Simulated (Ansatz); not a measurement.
**CsLiCr2Te2S3 in Ansatz: the effect of pseudo set**

The system is CsLiCr2Te2S3.

```
CELL_PARAMETERS angstrom
3.31929 1.91639 6.87982
-3.31929 1.91639 6.87982
0.00000 -3.83279 6.87982
ATOMIC_POSITIONS crystal
Cs 0.00000 0.00000 0.00000
Li 0.50000 0.50000 0.50000
Cr 0.79848 0.79848 0.79848
Cr 0.20152 0.20152 0.20152
Te 0.67990 0.67990 0.67990
Te 0.32010 0.32010 0.32010
S 0.13626 0.86374 0.50000
S 0.50000 0.13626 0.86374
S 0.86374 0.50000 0.13626
```

The cell was built by a generator and needn't be a form met in nature.

Alike in all runs:

```yaml
Program: Ansatz 0.2.0
Task: single point
Functional: PBE
k_mesh: 5 × 5 × 5
Occupations: fermi-dirac, width 0.05 eV
Spin: collinear spin, ferromagnetic start
Starting_moments: "[0.0, 0.0, 3.0, 3.0, 0.0, 0.0, 0.0, 0.0, 0.0] μB"
```

| pseudo set | cutoff | pressure (GPa) | largest force (eV/Å) |
| --- | --- | --- | --- |
| SPMS NC | 871 eV (not typed: the program's choice for these potentials) | 0.3 | 0.13 |
| PseudoDojo standard | 1279 eV | 0.2 | 0.10 |
| Ansatz NC | 1279 eV (not typed: the program's choice for these potentials) | ? | ? |

Q: What does the run with pseudo set Ansatz NC give?

A: Pressure 0.0 GPa; largest force 0.01 eV/Å.

Caveats: only a ferromagnetic start was run, and an antiferromagnetic order may lie lower in energy.
